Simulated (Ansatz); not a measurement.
HfB₁₂, space group Fm-3m, a single point

Program: Ansatz's Python interface.

Run as a notebook:

**Cell 1**
```python
from collections import Counter
from pathlib import Path

import ansatz as az
import numpy as np
from pymatgen.core import Structure
```

**Cell 2**
```python
xtal = (
    az.Lattice.of((0.0, 3.68508, 3.68508), (3.68508, 0.0, 3.68508), (3.68508, 3.68508, 0.0))
    .atom("Hf", (0.0, 0.0, 0.0))
    .atom("B", (0.5, 0.83957, 0.5))
    .atom("B", (0.83957, 0.5, 0.5))
    .atom("B", (0.5, 0.83957, 0.16043))
    .atom("B", (0.16043, 0.5, 0.83957))
    .atom("B", (0.83957, 0.5, 0.16043))
    .atom("B", (0.5, 0.5, 0.83957))
    .atom("B", (0.16043, 0.83957, 0.5))
    .atom("B", (0.5, 0.16043, 0.83957))
    .atom("B", (0.5, 0.5, 0.16043))
    .atom("B", (0.83957, 0.16043, 0.5))
    .atom("B", (0.16043, 0.5, 0.5))
    .atom("B", (0.5, 0.16043, 0.5))
)

xtal.resolved().sites[-1]
```
Output:
```text
Site(symbol='B', position=(0.5, 0.16043, 0.5), moment=None, axis=None, held=None, saved=None)
```

**Cell 3**
```python
# settings of the run
calc = (
    xtal.calculation()
    .functional("lda")
    .occupations(az.OccupationsMethod.TETRAHEDRON)
    .eigensolver("davidson", full_accuracy=True)
    .accuracy("high")
    .basis(380, density_ratio=8)
    .scf(max_iterations=150, extra_bands=8)
    .kpoints(mesh=(6, 6, 6), center="monkhorst-pack")
    .density()
    .potential()
    .electron_localization_function()
    .output_files(volumetric_format="npy")
)
def show(event):
    row = event["data"]
    if event["event"] == "scf_iter" and row.get("harris_foulkes_ev") is not None:
        print(f"  iteration {row['iter']:3d}  Harris-Foulkes {row['harris_foulkes_ev']:.5f} eV  residual {row['dr2_ev']:.2e}")


done = calc.session().plan().execute(on_event=show)
data = done.report

[(site.symbol, site.position_frac.round(4).tolist()) for site in done.lattice.sites]
```
Output:
```text
DeckWarning: basis.ecutwfc = 380 eV is below the records' recommended 420 eV, and the density's cutoff is lower with it unless basis.ecutrho_ratio is high enough to keep the records' density cutoff: compare with a run at a higher cutoff
DeckWarning: crystal.symmetry: narrowed to the stabiliser of the k-point mesh — unitary ops 48 → 12; excluded 36 operations that carry a point of the 6×6×6 mesh (shift [0.5, 0.5, 0.5]) off the mesh (the run samples exactly the mesh kpoints.mp_grid names, as under crystal.symmetry.detect: false, and its converged state has the mesh's symmetry, not the crystal's; ε∞, the Born charges and the force [...]
  iteration   1  Harris-Foulkes -17276.56823 eV  residual 4.49e-02
  iteration   2  Harris-Foulkes -17276.56122 eV  residual 1.37e-02
  iteration   3  Harris-Foulkes -17276.55900 eV  residual 1.20e-03
  iteration   4  Harris-Foulkes -17276.55747 eV  residual 6.65e-05
  iteration   5  Harris-Foulkes -17276.55748 eV  residual 2.16e-06
  iteration   6  Harris-Foulkes -17276.55748 eV  residual 3.56e-07
  iteration   7  Harris-Foulkes -17276.55748 eV  residual 4.16e-08
[(<Element.HF: 'Hf'>, [0.0, 0.0, 0.0]), (<Element.B: 'B'>, [0.5, 0.8396, 0.5]),
 (<Element.B: 'B'>, [0.8396, 0.5, 0.5]), (<Element.B: 'B'>, [0.5, 0.8396, 0.1604]),
 (<Element.B: 'B'>, [0.1604, 0.5, 0.8396]), (<Element.B: 'B'>, [0.8396, 0.5, 0.1604]),
 (<Element.B: 'B'>, [0.5, 0.5, 0.8396]), (<Element.B: 'B'>, [0.1604, 0.8396, 0.5]),
 (<Element.B: 'B'>, [0.5, 0.1604, 0.8396]), (<Element.B: 'B'>, [0.5, 0.5, 0.1604]),
 (<Element.B: 'B'>, [0.8396, 0.1604, 0.5]), (<Element.B: 'B'>, [0.1604, 0.5, 0.5]),
 (<Element.B: 'B'>, [0.5, 0.1604, 0.5])]
```

**Cell 4**
```python
data["published_state_doubts"]
```
Output:
```text
['band_table_not_solved_further']
```

**Cell 5**
```python
n_atoms = len(data["lattice"]["sites"])
print("F =", round(data["free_energy_ev"], 4), "eV for", n_atoms, "atoms")
print("E(sigma -> 0) =", round(data["energy_sigma0_ev"], 4), "eV, TS =", round(data["entropy_ts_ev"], 5), "eV")
print("closed by", data["closed_by"], "after", data["n_iterations"], "iterations")
```
Output:
```text
F = -17276.5575 eV for 13 atoms
E(sigma -> 0) = -17276.5575 eV, TS = -9e-05 eV
closed by deck_thresholds after 7 iterations
```

**Cell 6**
```python
folder = Path(done.write_results("fields"))
print("densities in e/A^3, potentials in eV, ELF without unit")
for name in sorted(p.name for p in folder.glob("*.npy")):
    field = np.load(folder / name)
    print(f"{name:16s} {str(field.shape):16s} min {field.min():10.4f}  mean {field.mean():10.4f}  max {field.max():10.4f}")
```
Output:
```text
densities in e/A^3, potentials in eV, ELF without unit
elf.npy          (54, 54, 54)     min     0.0002  mean     0.4412  max     0.9539
rho.npy          (54, 54, 54)     min     0.0389  mean     0.6195  max    35.4208
v_es.npy         (54, 54, 54)     min   -55.7703  mean     3.8009  max    16.5052
v_tot.npy        (54, 54, 54)     min   -74.8165  mean    -8.4215  max    10.6029
```

**Cell 7**
```python
told = Counter((n["data"]["severity"], n["data"]["kind"]) for n in done.notices if n["event"] == "notice")
for (severity, kind), count in sorted(told.items()):
    print(f"{severity:8s} {kind} x{count}")
```
Output:
```text
audit    cushion_resolved x1
audit    eigensolver_not_converged x1
audit    preconditioner_resolved x1
doubt    band_table_not_solved_further x1
```

**Cell 8**
```python
final = Structure(done.lattice.cell_ang, [s.symbol for s in done.lattice.sites], [s.position_frac for s in done.lattice.sites])
print(final.to(fmt="poscar"))
```
Output:
```text
Hf1 B12
1.0
   0.0000000000000000    3.6850800000000001    3.6850800000000001
   3.6850800000000001    0.0000000000000000    3.6850800000000001
   3.6850800000000001    3.6850800000000001    0.0000000000000000
Hf B
1 12
direct
   0.0000000000000000    0.0000000000000000    0.0000000000000000 Hf
   0.5000000000000000    0.8395700000000000    0.5000000000000000 B
   0.8395700000000000    0.5000000000000000    0.5000000000000000 B
   0.5000000000000000    0.8395700000000000    0.1604300000000000 B
   0.1604300000000000    0.5000000000000000    0.8395700000000000 B
   0.8395700000000000    0.5000000000000000    0.1604300000000000 B
   0.5000000000000000    0.5000000000000000    0.8395700000000000 B
   0.1604300000000000    0.8395700000000000    0.5000000000000000 B
   0.5000000000000000    0.1604300000000000    0.8395700000000000 B
   0.5000000000000000    0.5000000000000000    0.1604300000000000 B
   0.8395700000000000    0.1604300000000000    0.5000000000000000 B
   0.1604300000000000    0.5000000000000000    0.5000000000000000 B
   0.5000000000000000    0.1604300000000000    0.5000000000000000 B
```

Caveats:
- The settings weren't tested for convergence.
- The cutoff lies under the one recommended for these potentials.
- The run is spin-unpolarised.
- The negative TS is no error: cold and Methfessel-Paxton smearing have a generalised entropy.
- The mesh is modest for a metal, so energies can be off by several to tens of meV an atom and pressures by half a GPa or more; differences at equal mesh fare better.
- Spin-orbit coupling, which matters for elements this heavy, is left out.
- Grid values close to the nuclei reflect the PAW or pseudopotential construction, not the all-electron fields.
- This cell is a computed structure, which may not be the phase found in nature.
- Warnings are shown shortened and without file and line.
- Hardware and time: 19 s on 1 thread of Arm Neoverse V2 (shared host), peak memory 0.47 GiB.

(Lines on the test bed's own set-up are left out of the output.)
